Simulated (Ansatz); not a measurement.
# SbC: a trial structure relaxed

The task: take a trial cell of SbC to zero force and stress.

Computed with Ansatz 0.2.0 (DFT PBE, scalar-relativistic, plane waves, PAW, unless a step's input says otherwise).

**1. The system as given**

The structure is tetragonal, space group P4/mmm (No. 123). The conventional cell has a = 3.103 Å, b = 3.103 Å, c = 4.269 Å, α = 90.00°, β = 90.00°, γ = 90.00°. Sb (site symmetry 4/mmm) is surrounded by 8 C at 3.06 Å and 4 Sb at 3.10 Å. Around C (site symmetry 4/mmm) lie 8 Sb at 3.06 Å and 4 C at 3.10 Å.

Coordinates:

```
Sb C
1.0
     3.10259    0.00000    0.00000
     0.00000    3.10259    0.00000
     0.00000    0.00000    4.26944
Sb C
1 1
Cartesian
  1.5513 1.5513 2.1347
  0.0000 0.0000 0.0000
```

Recipe of the guess: species swapped into a database cell of MnIr (P4/mmm, No. 123), with Sb on the Mn sites and C on the Ir sites. Its size is a rough estimate.

**2. The guess as it stands, on a coarse mesh**

File input.yaml:

```yaml
crystal:
  lattice:
    - [3.10259243, 0.0, 0.0]
    - [0.0, 3.10259243, 0.0]
    - [0.0, 0.0, 4.26943525]
  atoms:
    - { symbol: Sb, position: [0.5, 0.5, 0.5] }
    - { symbol: C, position: [0.0, 0.0, 0.0] }
basis:
  ecutwfc: 420
kpoints:
  mp_grid: { grid: [6, 6, 4] }
hamiltonian:
  xc: pbe
scf:
  occupations: { method: gaussian, width: 0.1 }
  lower_state_search: "off"
output:
  forces: true
  stress: true
  eigenvalues: true
```

Started as:

```console
> ansatz run input.yaml --threads 1 --pin off --max-ram 2048MiB --backend cpu --events-out ev --progress --plain --runs-dir out
```

Standard output, cut to the lines that bear on the results:

```text
[...]
SCF converged after 6 iterations
Free energy (F): -6729.950151 eV
[...]
E sigma→0 (E₀):  -6729.948849 eV
Entropy (-TS):   -0.002603 eV (-1.301 meV/atom)
Fermi energy:    8.324275 eV
[...]
--- Forces (eV/Å), atoms counted from 1 ---
  atom   1  Sb     0.00000000     0.00000000     0.00000000
  atom   2  C     -0.00000000    -0.00000000     0.00000000
[...]
--- Stress (GPa, compression-positive) ---
       -5.623158       0.000000       0.000000
        0.000000      -5.623158       0.000000
        0.000000       0.000000     -21.894481
  P = ⅓ Tr σ = -11.0469 GPa (-110.469 kbar)
--- Band table (eV; the first three rows and the last of 30) ---
  k-point 0: bands = ["-21.0893", "-21.0339", "-20.9454", "-20.9454", "-20.9075", "-4.3115", "1.2152", "4.7272", "8.9361", "8.9361", "12.7625", "13.8170", "13.8170", "14.6728"]
[...]
```

Wall time 1.1 s (1 thread of Arm Neoverse V2, shared host); peak memory 0.28 GiB.

From the probe: pressure -11.0 GPa, largest force 0.00 eV/Å, gap on this mesh none (metal). A guess like this is first relaxed loosely on the coarse mesh.

**3. Rough relaxation on the coarse mesh**

input.yaml, as its differences from that of step 2:

```diff
@@ -21 +21,6 @@
   eigenvalues: true
+relax:
+  adjacent_minimum: "off"
+  f_tol: 0.04
+  max_steps: 70
+  cell: { stress_tol: 0.4 }
```

Started as:

```console
> ansatz run input.yaml --threads 1 --pin off --max-ram 2048MiB --backend cpu --events-out ev --progress --plain --runs-dir out
```

Standard output:

```text
Warning: RAYON_NUM_THREADS=1 ignored (pool sized by the plan → 1); use --threads N
Engine: ansatz 0.2.0, aarch64-unknown-linux-gnu
Pseudopotentials: kind: paw
Pseudopotential: Sb, paw, valence charge 15, recommended cutoff 420 eV (normal), Sb.paw.azcp
Pseudopotential: C, paw, valence charge 4, recommended cutoff 420 eV (normal), C.paw.azcp
Functional definition: PBE
  parameter kappa = 0.804
  parameter beta = 0.06672455060314922
  exchange = pbe_x(kappa = kappa, mu = beta*pi^2/3)
  correlation = pbe_c(beta = beta)
Crystal: 2 atoms, lattice volume = 41.098 Å³
Basis set: ecut = 420 eV, 807 PW (Γ), exchange–correlation on 48×48×60 points (8 copies of the dense FFT grid, shifted against one another)
Bands: 14, of which v1, the nominal top of the filled ones, is band 10 counted from 1 (9 counted from 0)
Symmetry: 16 space group operations
Space group: P4/mmm (ITA 123), of the structure as read, at distance tolerance 3.5e-5 Å
k-points: 30 of 144
Non-local potential: Sb, projectors of the file, l = 0: 2, l = 1: 2, l = 2: 2, l = 3: 2
Non-local potential: C, projectors of the file, l = 0: 2, l = 1: 2, l = 2: 1
PAW form: soft (Blöchl's): semilocal exchange-correlation on the pseudo side does not see the compensation charge
PAW one-centre angular grid: Sb, 590 points (default); XC on 64 Gauss nodes
PAW one-centre angular grid: C, 110 points (default); XC on 64 Gauss nodes
Initial density: superposition of atomic densities (neutral atoms: chi_scale 0, normalization atom), corrected by the library's trained network
Initial wavefunctions: pseudopotential atomic-orbital guess
Functional: x = pbe(κ = 0.804, μ = 0.2195149727645171), c = pbe(β = 0.06672455060314922)
SCF iter   1: F=—  HF=-6729.952495 eV  |F-HF|=—  |Δ(HF+E_count)|=         —  Δρ=2.58e-3  dr2=5.45e-3  ethr=1.77e-3  ⟨swp⟩=5.3  Hψ=2287  notcnv=0
preconditioner: auto → none  [metal: Δε(μ)=0.109 eV  Ē_g=8.923 eV  σ=0.100 eV  W_gap=0.49  n_scr=6 (ndim 8)  ℏωp=17.4 eV  f_vac=0.000  D(μ)=0.52/eV (n_scr^D=2)  sad-step TF]
SCF iter   2: F=—  HF=-6729.951008 eV  |F-HF|=—  |Δ(HF+E_count)|=   1.49e-3  Δρ=2.06e-3  dr2=4.43e-3  ethr=2.87e-5  ⟨swp⟩=1.9  Hψ=730  notcnv=0
SCF iter   3: F=—  HF=-6729.950176 eV  |F-HF|=—  |Δ(HF+E_count)|=   8.32e-4  Δρ=5.38e-4  dr2=1.78e-4  ethr=2.33e-5  ⟨swp⟩=1.8  Hψ=504  notcnv=0
SCF iter   4: F=—  HF=-6729.950142 eV  |F-HF|=—  |Δ(HF+E_count)|=   3.36e-5  Δρ=1.66e-4  dr2=7.33e-6  ethr=9.36e-7  ⟨swp⟩=2.6  Hψ=700  notcnv=0
SCF iter   5: F=—  HF=-6729.950150 eV  |F-HF|=—  |Δ(HF+E_count)|=   7.99e-6  Δρ=4.20e-5  dr2=8.34e-7  ethr=3.86e-8  ⟨swp⟩=2.0  Hψ=536  notcnv=0
SCF iter   6: F=-6729.950151 eV  HF=-6729.950151 eV  |F-HF|=2.43e-8  |Δ(HF+E_count)|=   4.90e-7  Δρ=9.56e-6  dr2=4.38e-8  ethr=5.26e-10  ⟨swp⟩=7.0  Hψ=2013  notcnv=0
SCF 1 converged in 6 iterations: F = -6729.950151 eV  dr2 = 4.38e-8
relax step   1: F+E_penalty+E_count = -6729.95015074 eV  Δ(F+E_penalty+E_count) = +0.000e0 eV  max|allowed force component| = 2.547e-29 eV/Å  Δτ_max = 0.0000 Å  P = -11.047 GPa  Ω = 41.098 Å³  (6 SCF iters, dr2 threshold 1.00e-7 eV, accepted)
Crystal: 2 atoms, lattice volume = 38.210 Å³
Basis set: ecut = 420 eV, 757 PW (Γ), exchange–correlation on 48×48×60 points (8 copies of the dense FFT grid, shifted against one another)
Initial density: handed on by an earlier stage of this run
Initial wavefunctions: those handed on with the density
iter 1 solved again at ethr=1.62e-4 eV; its pass at ethr=3.10e-3 eV (dr2=3.07e-2 eV) is discarded
SCF iter   1: F=—  HF=-6730.246853 eV  |F-HF|=—  |Δ(HF+E_count)|=         —  Δρ=6.41e-3  dr2=3.09e-2  ethr=1.62e-4  ⟨swp⟩=1.0  Hψ=2925  notcnv=0
preconditioner: auto → none  [metal: Δε(μ)=0.086 eV  Ē_g=9.313 eV  σ=0.100 eV  W_gap=0.45  n_scr=6 (ndim 8)  ℏωp=18.0 eV  f_vac=0.000  D(μ)=0.93/eV (n_scr^D=6)]
SCF iter   2: F=—  HF=-6730.242296 eV  |F-HF|=—  |Δ(HF+E_count)|=   4.56e-3  Δρ=2.71e-3  dr2=5.50e-3  ethr=1.62e-4  ⟨swp⟩=1.0  Hψ=420  notcnv=0
SCF iter   3: F=—  HF=-6730.241372 eV  |F-HF|=—  |Δ(HF+E_count)|=   9.23e-4  Δρ=3.12e-4  dr2=2.21e-5  ethr=2.90e-5  ⟨swp⟩=1.5  Hψ=439  notcnv=0
SCF iter   4: F=—  HF=-6730.241395 eV  |F-HF|=—  |Δ(HF+E_count)|=   2.27e-5  Δρ=8.53e-5  dr2=1.13e-6  ethr=1.17e-7  ⟨swp⟩=2.0  Hψ=561  notcnv=0
iter 5 did not close the SCF: its close was put off for the readings that it lacked (scf_convergence_deferred on its scf_iter line)
SCF iter   5: F=-6730.241398 eV  HF=-6730.241398 eV  |F-HF|=1.77e-8  |Δ(HF+E_count)|=   2.92e-6  Δρ=1.24e-5  dr2=5.93e-8  ethr=5.97e-9  ⟨swp⟩=2.0  Hψ=558  notcnv=0
SCF iter   6: F=-6730.241398 eV  HF=-6730.241398 eV  |F-HF|=6.31e-10  |Δ(HF+E_count)|=   2.02e-8  Δρ=2.73e-6  dr2=1.50e-9  ethr=3.12e-10  ⟨swp⟩=2.2  Hψ=1594  notcnv=0
SCF 2 converged in 6 iterations: F = -6730.241398 eV  dr2 = 1.50e-9
relax step   2: F+E_penalty+E_count = -6730.24139811 eV  Δ(F+E_penalty+E_count) = -2.912e-1 eV  max|allowed force component| = 3.131e-30 eV/Å  Δτ_max = 0.0000 Å  P = -8.949 GPa  Ω = 38.210 Å³  energy of the carried Pulay correction = +2.525e-3 eV  (6 SCF iters, dr2 threshold 2.00e-7 eV, accepted)
Crystal: 2 atoms, lattice volume = 36.014 Å³
Basis set: ecut = 420 eV, 717 PW (Γ), exchange–correlation on 48×48×60 points (8 copies of the dense FFT grid, shifted against one another)
iter 1 solved again at ethr=1.62e-4 eV; its pass at ethr=3.10e-3 eV (dr2=3.08e-2 eV) is discarded
SCF iter   1: F=—  HF=-6730.495037 eV  |F-HF|=—  |Δ(HF+E_count)|=         —  Δρ=6.65e-3  dr2=3.12e-2  ethr=1.62e-4  ⟨swp⟩=1.0  Hψ=2943  notcnv=0
preconditioner: auto → none  [metal: Δε(μ)=0.043 eV  Ē_g=9.647 eV  σ=0.100 eV  W_gap=0.23  n_scr=6 (ndim 8)  ℏωp=18.6 eV  f_vac=0.000  D(μ)=1.33/eV (n_scr^D=6)]
SCF iter   2: F=—  HF=-6730.489707 eV  |F-HF|=—  |Δ(HF+E_count)|=   5.33e-3  Δρ=2.83e-3  dr2=5.49e-3  ethr=1.62e-4  ⟨swp⟩=1.0  Hψ=420  notcnv=0
SCF iter   3: F=—  HF=-6730.488684 eV  |F-HF|=—  |Δ(HF+E_count)|=   1.02e-3  Δρ=3.37e-4  dr2=2.55e-5  ethr=2.89e-5  ⟨swp⟩=1.6  Hψ=442  notcnv=0
SCF iter   4: F=—  HF=-6730.488699 eV  |F-HF|=—  |Δ(HF+E_count)|=   1.50e-5  Δρ=9.59e-5  dr2=1.22e-6  ethr=1.34e-7  ⟨swp⟩=2.1  Hψ=557  notcnv=0
iter 5 did not close the SCF: its close was put off for the readings that it lacked (scf_convergence_deferred on its scf_iter line)
SCF iter   5: F=-6730.488702 eV  HF=-6730.488702 eV  |F-HF|=5.07e-8  |Δ(HF+E_count)|=   3.02e-6  Δρ=1.14e-5  dr2=6.68e-8  ethr=6.41e-9  ⟨swp⟩=2.2  Hψ=609  notcnv=0
SCF iter   6: F=-6730.488702 eV  HF=-6730.488702 eV  |F-HF|=8.68e-10  |Δ(HF+E_count)|=   8.51e-9  Δρ=3.08e-6  dr2=1.91e-9  ethr=3.52e-10  ⟨swp⟩=2.5  Hψ=1573  notcnv=0
SCF 3 converged in 6 iterations: F = -6730.488702 eV  dr2 = 1.91e-9
relax step   3: F+E_penalty+E_count = -6730.48870162 eV  Δ(F+E_penalty+E_count) = -2.473e-1 eV  max|allowed force component| = 1.265e-29 eV/Å  Δτ_max = 0.0000 Å  P = -7.036 GPa  Ω = 36.014 Å³  energy of the carried Pulay correction = +4.616e-3 eV  (6 SCF iters, dr2 threshold 2.00e-7 eV, accepted)
[... 12 lines left out ...]
relax step   4: F+E_penalty+E_count = -6730.69854088 eV  Δ(F+E_penalty+E_count) = -2.098e-1 eV  max|allowed force component| = 2.242e-28 eV/Å  Δτ_max = 0.0000 Å  P = -5.417 GPa  Ω = 34.152 Å³  energy of the carried Pulay correction = +6.509e-3 eV  (6 SCF iters, dr2 threshold 2.00e-7 eV, accepted)
[... 11 lines left out ...]
relax step   5: F+E_penalty+E_count = -6730.83411536 eV  Δ(F+E_penalty+E_count) = -1.356e-1 eV  max|allowed force component| = 5.128e-29 eV/Å  Δτ_max = 0.0000 Å  P = -1.978 GPa  Ω = 32.181 Å³  energy of the carried Pulay correction = +8.586e-3 eV  (6 SCF iters, dr2 threshold 2.00e-7 eV, accepted)
[... 11 lines left out ...]
relax step   6: F+E_penalty+E_count = -6730.88922455 eV  Δ(F+E_penalty+E_count) = -5.511e-2 eV  max|allowed force component| = 3.155e-30 eV/Å  Δτ_max = 0.0000 Å  P = +0.375 GPa  Ω = 30.928 Å³  energy of the carried Pulay correction = +1.004e-2 eV  (6 SCF iters, dr2 threshold 2.00e-7 eV, accepted)
[... 12 lines left out ...]
relax step   7: F+E_penalty+E_count = -6730.88995930 eV  Δ(F+E_penalty+E_count) = -7.347e-4 eV  max|allowed force component| = 9.614e-30 eV/Å  Δτ_max = 0.0000 Å  P = -0.147 GPa  Ω = 31.152 Å³  energy of the carried Pulay correction = +9.777e-3 eV  (6 SCF iters, dr2 threshold 2.00e-7 eV, accepted)
[... 12 lines left out ...]
relax step   8: F+E_penalty+E_count = -6730.89049145 eV  Δ(F+E_penalty+E_count) = -5.322e-4 eV  max|allowed force component| = 9.910e-30 eV/Å  Δτ_max = 0.0000 Å  P = -0.019 GPa  Ω = 31.083 Å³  energy of the carried Pulay correction = +9.863e-3 eV  (6 SCF iters, dr2 threshold 2.00e-7 eV, accepted)
Basis set: ecut = 420 eV, 611 PW (Γ), exchange–correlation on 48×48×48 points (8 copies of the dense FFT grid, shifted against one another)
Initial wavefunctions: pseudopotential atomic-orbital guess (no wavefunctions were taken with the density)
iter 1 solved again at ethr=4.05e-8 eV; its pass at ethr=3.10e-3 eV (dr2=7.69e-6 eV) is discarded
SCF iter   1: F=—  HF=-6730.887332 eV  |F-HF|=—  |Δ(HF+E_count)|=         —  Δρ=3.15e-4  dr2=5.17e-6  ethr=4.05e-8  ⟨swp⟩=3.0  Hψ=3268  notcnv=0
preconditioner: auto → none  [metal: Δε(μ)=0.013 eV  Ē_g=10.589 eV  σ=0.100 eV  W_gap=0.08  n_scr=6 (ndim 8)  ℏωp=20.0 eV  f_vac=0.000  D(μ)=1.40/eV (n_scr^D=14)]
SCF iter   2: F=—  HF=-6730.887342 eV  |F-HF|=—  |Δ(HF+E_count)|=   1.00e-5  Δρ=1.57e-4  dr2=1.10e-6  ethr=2.72e-8  ⟨swp⟩=2.0  Hψ=517  notcnv=0
SCF iter   3: F=—  HF=-6730.887345 eV  |F-HF|=—  |Δ(HF+E_count)|=   3.79e-6  Δρ=9.77e-6  dr2=5.53e-9  ethr=5.81e-9  ⟨swp⟩=2.0  Hψ=554  notcnv=0
iter 4 did not close the SCF: its close was put off for the readings that it lacked (scf_convergence_deferred on its scf_iter line)
SCF iter   4: F=-6730.887345 eV  HF=-6730.887345 eV  |F-HF|=3.07e-10  |Δ(HF+E_count)|=   2.06e-8  Δρ=1.14e-6  dr2=4.04e-10  ethr=2.91e-11  ⟨swp⟩=2.0  Hψ=704  notcnv=0
iter 5 did not close the SCF: its close was put off for the readings that it lacked (scf_convergence_deferred on its scf_iter line)
SCF iter   5: F=-6730.887345 eV  HF=-6730.887345 eV  |F-HF|=0.00e0  |Δ(HF+E_count)|=  9.82e-11  Δρ=3.30e-7  dr2=2.01e-11  ethr=2.13e-12  ⟨swp⟩=2.0  Hψ=682  notcnv=0
SCF iter   6: F=-6730.887345 eV  HF=-6730.887345 eV  |F-HF|=2.73e-12  |Δ(HF+E_count)|=  6.37e-12  Δρ=5.92e-8  dr2=1.61e-12  ethr=1.00e-12  ⟨swp⟩=2.0  Hψ=1089  notcnv=0
SCF 9 converged in 6 iterations: F = -6730.887345 eV  dr2 = 1.61e-12
relax step   9: F+E_penalty+E_count = -6730.88734537 eV  Δ(F+E_penalty+E_count) = +3.146e-3 eV  max|allowed force component| = 6.508e-30 eV/Å  Δτ_max = 0.0000 Å  P = -0.113 GPa  Ω = 31.083 Å³  stress off target by 1.70e-1 GPa  SCF on the basis re-selected at this cell (its energy is not comparable with the rows above)  (6 SCF iters)
basis re-selected at this cell: Δ(F+E_penalty+E_count) = +3.146e-3 eV, ΔP = -0.094 GPa vs the last step (what re-selecting the basis moved, of the pressure what is left beyond the Pulay correction that the steps carried, after the strain that the cell walked since its last selection, with what the two solves' SCF thresholds leave and, on support functions, any second-order correction that the steps lacked; it is no measure of the basis error at this ecutwfc). The dense FFT grid was sized anew with the basis: this SCF ran on 24×24×24 points, the steps before it on 24×24×30, so part of this shift can come from that change (see relax.cell in the input reference). This SCF's stress stands 1.70e-1 GPa from its target on what of the cell is left free (relax.cell.stress_tol is 4.00e-1 GPa) and its largest allowed force component is 6.51e-30 eV/Å (relax.f_tol is 4.00e-2 eV/Å): within both
SCF converged after 6 iterations
Free energy (F): -6730.887345 eV
Harris-Foulkes:  -6730.887345 eV  (|F-HF|=2.73e-12)
Internal energy: -6730.880341 eV  (E = F + TS)
E sigma→0 (E₀):  -6730.883843 eV
Entropy (-TS):   -0.007004 eV (-3.502 meV/atom)
Fermi energy:    12.297315 eV
--- Per-component energies (eV) ---
  E_band       = -107.163054
  E_kinetic    = 285.881915
  E_local      = -1396.326437  (includes V_loc(G=0)·N_el)
  E_nonlocal   = 389.745810
  E_hartree    = 632.150461
  E_xc         = -184.916500
  E_vxc        = -153.663929  (∫ρ·V_xc dr)
  E_paw        = -4671.967878  (= ΣΔE_a)
  E_vpaw       = -497.101302  (= ΣTr[D̂ρ^β])
  E_aug_tail   = 0.000001  (compensation charges beyond the density's cutoff)
  E_ewald      = -1785.447713
  E_smearing   = -0.007004  (= −TS)
  E_closure    = 0.000000  (closes the sum)
  Σ components = -6730.887345   (vs F -6730.887345, Δ=0.00e0)
--- Forces (eV/Å), atoms counted from 1 ---
  atom   1  Sb     0.00000000     0.00000000     0.00000000
  atom   2  C      0.00000000    -0.00000000     0.00000000
  max |Σ_I F_I| component: 1.22e-29 eV/Å
--- Stress (GPa, compression-positive) ---
       -0.170491       0.000000       0.000000
        0.000000      -0.170491       0.000000
        0.000000       0.000000       0.002947
  P = ⅓ Tr σ = -0.1127 GPa (-1.127 kbar)
--- Band table (eV; the first three rows and the last of 30) ---
  k-point 0: bands = ["-17.0000", "-16.9443", "-16.7959", "-16.7892", "-16.7892", "-2.2508", "8.2183", "10.3602", "11.3397", "11.3397", "18.0100", "18.5854", "19.6679", "20.0737"]
  k-point 1: bands = ["-16.9978", "-16.8963", "-16.8035", "-16.8035", "-16.7947", "-1.3963", "4.9727", "11.9155", "12.0261", "12.0261", "16.8549", "18.5985", "18.5985", "19.3184"]
  k-point 2: bands = ["-16.9956", "-16.8480", "-16.8177", "-16.8177", "-16.7936", "1.0728", "1.1675", "13.0890", "13.0890", "13.5075", "14.6422", "16.8190", "16.8190", "21.2573"]
  k-point 29: bands = ["-16.9018", "-16.8707", "-16.8707", "-16.7523", "-16.7440", "4.4263", "7.3531", "9.9522", "9.9522", "9.9861", "9.9861", "10.0721", "10.6548", "26.1300"]
--- Relaxed structure (8 steps of the walk, 8 accepted, 1 SCFs on fresh bases) ---
  F+E_penalty+E_count = -6730.88734537 eV   max|allowed force component| = 6.508e-30 eV/Å   (the final SCF, on the basis selected at the relaxed cell)
  cell:  # Å, volume = 31.0825 Å³
    - [3.091489000435269, 6.493166196597172e-34, 0.0]
    - [6.493166196597172e-34, 3.091489000435269, 0.0]
    - [0.0, 0.0, 3.2522286218743415]
  atoms:
    - { symbol: Sb, position: [0.5, 0.5, 0.5] }
    - { symbol: C, position: [-1.2372538251971633e-34, -2.4247992654525493e-37, 0.0] }
```

It took 11 s on 1 thread of Arm Neoverse V2, shared host; peak memory 0.3 GiB.

Relaxation path:

| step | energy from step 1 (eV/cell) | largest force component (eV/Å) | pressure (GPa) | volume (Å³) |
| --- | --- | --- | --- | --- |
| 1 | 0.0000 | 0.0000 | -11.05 | 41.10 |
| 2 | -0.2912 | 0.0000 | -8.95 | 38.21 |
| 3 | -0.5386 | 0.0000 | -7.04 | 36.01 |
| 4 | -0.7484 | 0.0000 | -5.42 | 34.15 |
| 5 | -0.8840 | 0.0000 | -1.98 | 32.18 |
| 6 | -0.9391 | 0.0000 | 0.38 | 30.93 |
| 7 | -0.9398 | 0.0000 | -0.15 | 31.15 |
| 8 | -0.9403 | 0.0000 | -0.02 | 31.08 |
| 9 | -0.9372 | 0.0000 | -0.11 | 31.08 |

Step 1 is the start. Step 9 repeats the geometry before it on a plane-wave basis chosen anew for that cell, so its energy need not be comparable with the rows above.

|  | before | after | change |
| --- | --- | --- | --- |
| a (Å) | 3.103 | 3.091 | -0.4 % |
| b (Å) | 3.103 | 3.091 | -0.4 % |
| c (Å) | 4.269 | 3.252 | -23.8 % |
| volume (Å³/atom) | 20.55 | 15.54 | -24.4 % |
| shortest distance (Å) | 3.061 | 2.724 | -11.0 % |
| space group (0.01 Å) | P4/mmm | P4/mmm | same |

Forces and stress were held to the start's 16 operations: a distortion of lower symmetry was not tested.

[end of part 1 of 2]
